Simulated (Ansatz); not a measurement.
A nudged elastic band was laid between two geometries of a periodic cell of 17 atoms, Mg$_{8}$HO$_{8}$ (host MgO, host structure Fm-3m, interstitial H), cell charge +1.

The calculation used DFT PBE, scalar-relativistic, plane waves, PAW (Ansatz). Settings: PAW set soft_1, cutoff 420 eV, k mesh 3x3x3, gaussian smearing 0.02 eV, no spin polarisation.

```
movable images  : 5
climbing image  : yes
spring          : 5.0 eV/Å²
optimiser       : fire
start path      : IDPP
force threshold : 0.05 eV/Å
iteration limit : 57
end points      : relaxed
```

First end point:

```xyz
17
Lattice="0.0000 4.2202 4.2202 4.2202 0.0000 4.2202 4.2202 4.2202 0.0000" Properties=species:S:1:pos:R:3
Mg -0.012 -0.163 -0.009
O 2.114 2.090 2.117
Mg 2.273 2.123 -0.009
O 4.240 4.217 2.117
Mg 2.118 -0.008 2.121
O 4.241 2.089 4.245
Mg 4.260 2.070 2.107
O 6.361 4.189 4.240
Mg -0.012 2.123 2.277
O 2.114 4.217 4.243
Mg 2.134 4.197 2.137
O 4.271 6.280 4.274
Mg 2.104 2.070 4.263
O 4.236 4.189 6.365
Mg 4.260 4.227 4.263
O 6.361 6.314 6.365
H 0.589 1.522 0.592
```

Last end point:

```xyz
17
Lattice="0.0000 4.2202 4.2202 4.2202 0.0000 4.2202 4.2202 4.2202 0.0000" Properties=species:S:1:pos:R:3
Mg 0.041 -0.042 0.007
O 2.114 2.104 2.090
Mg 2.119 2.100 -0.008
O 4.271 4.167 2.060
Mg 2.104 -0.042 2.070
O 4.241 2.104 4.216
Mg 4.261 2.114 2.070
O 6.334 4.198 4.216
Mg -0.012 1.945 2.122
O 2.142 4.202 4.189
Mg 2.274 4.230 2.122
O 4.237 6.297 4.189
Mg 2.135 2.084 4.196
O 4.242 4.197 6.309
Mg 4.209 4.230 4.057
O 6.362 6.297 6.314
H 0.589 3.629 1.521
```

Problem. Which bonds break or form, and what moves?

Solution. Contacts lost: Mg1–H17, Mg3–H17, O6–H17. Contacts made: Mg11–H17, O14–H17, Mg15–H17. The atom that moves furthest is H17, by 2.30 Å; four of its nearest neighbours are O6 0.98, Mg9 1.89, Mg3 1.89, Mg1 1.89 Å at the first end and O14 0.98, Mg9 1.89, Mg11 1.89, Mg15 1.89 Å at the last.

Problem. What energy profile does the band end with?

Solution. The run ended unconverged. The highest image is number 4 of 0 to 6, 0.36 eV above the ends, which have the same energy within 2 meV. The band didn't meet its force threshold, so its energies are provisional: the largest band force was still 0.05 eV/Å, and over the last iterations the top stayed at 0.36 eV. Limits of this set-up: a small cell, in which the defect meets its images, charged cell in a uniform background, uncorrected.

```tsv
image	path coordinate (Å)	energy (eV)	Mg1–H17 (Å)	Mg3–H17 (Å)	O6–H17 (Å)
0	0.00	0.00	1.89	1.89	0.98
1	0.53	0.08	2.28	1.79	0.98
2	1.07	0.01	2.72	1.85	0.98
3	1.62	0.10	2.98	2.19	1.00
4	2.16	0.36	3.35	2.54	1.25
5	2.67	0.11	3.00	2.69	1.80
6	3.17	0.00	2.81	2.65	2.23
```

The run took 38 min on 2 threads of Arm Neoverse V2, with other jobs on the host, peak memory 1 GiB.
